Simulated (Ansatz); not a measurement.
# CH2OSSe: how energies converge with the basis set

Aim: see how fast density functionals converge with the basis set for CH2OSSe.

Program: Ansatz 0.2.0, Gaussian basis. Level of theory: one geometry, several basis sets. These are calculated values, not measurements.

Levels to be run: PBE0-D4/def2-SVP; ωB97M-V/def2-SVP; PBE0-D4/def2-QZVPP; ωB97M-V/def2-QZVPP; the functionals' def2-TZVPP values are taken from earlier runs.

## 1. Structure used throughout

The geometry comes from an earlier relaxation with PBE0-D4 in a triple-zeta def2 set; it is a stationary point.

SMILES `OC(=S)[SeH]`, 6 atoms, charge 0, spin multiplicity 1.

Atoms are counted from 1 here; the program's logs count them from 0.

Bond lengths: O1–C2 1.329 Å, O1–H5 0.971 Å, C2–S3 1.623 Å, C2–Se4 1.887 Å, Se4–H6 1.472 Å. Angles: C2–O1–H5 106.6°, O1–C2–S3 125.1°, O1–C2–Se4 112.8°, S3–C2–Se4 122.1°, C2–Se4–H6 95.5°.

## 2. PBE0-D4 in def2-SVP

in.yaml

```yaml
crystal:
  periodic: [false, false, false]
  atoms:
    - {symbol: O, position_ang: [0.760779, 0.144346, -0.753348]}
    - {symbol: C, position_ang: [0.122376, -0.259657, 0.339584]}
    - {symbol: S, position_ang: [0.764055, -1.191206, 1.504054]}
    - {symbol: Se, position_ang: [-1.656150, 0.366370, 0.421132]}
    - {symbol: H, position_ang: [1.657361, -0.224767, -0.703898]}
    - {symbol: H, position_ang: [-1.606322, 1.100914, -0.853724]}
basis:
  gaussian: {orbitals: def2-SVP}
hamiltonian: {xc: pbe0, dispersion: d4}
output: {orbitals: {seedname: orbitals}}
```

Launch:

```
$ ansatz run in.yaml --threads 2 --pin off --events-out ev --progress --plain --max-ram 4352MiB
```

After this run come: ωB97M-V in def2-SVP; PBE0-D4 in def2-QZVPP; ωB97M-V in def2-QZVPP.

Q: Predict the results of all the runs planned. Wanted: PBE0-D4: double and triple zeta above quadruple; ωB97M-V: double and triple zeta above quadruple.

**Answer**, as computed:

```
                                       quantity           value
PBE0-D4: double and triple zeta above quadruple  17.30, 1.87 eV
ωB97M-V: double and triple zeta above quadruple  17.26, 1.80 eV
```

PBE0-D4 gains 15.43 eV from double to triple zeta, then 1.87 eV more. These are total energies; as a rule much of such shifts cancels in differences, which this series doesn't test.
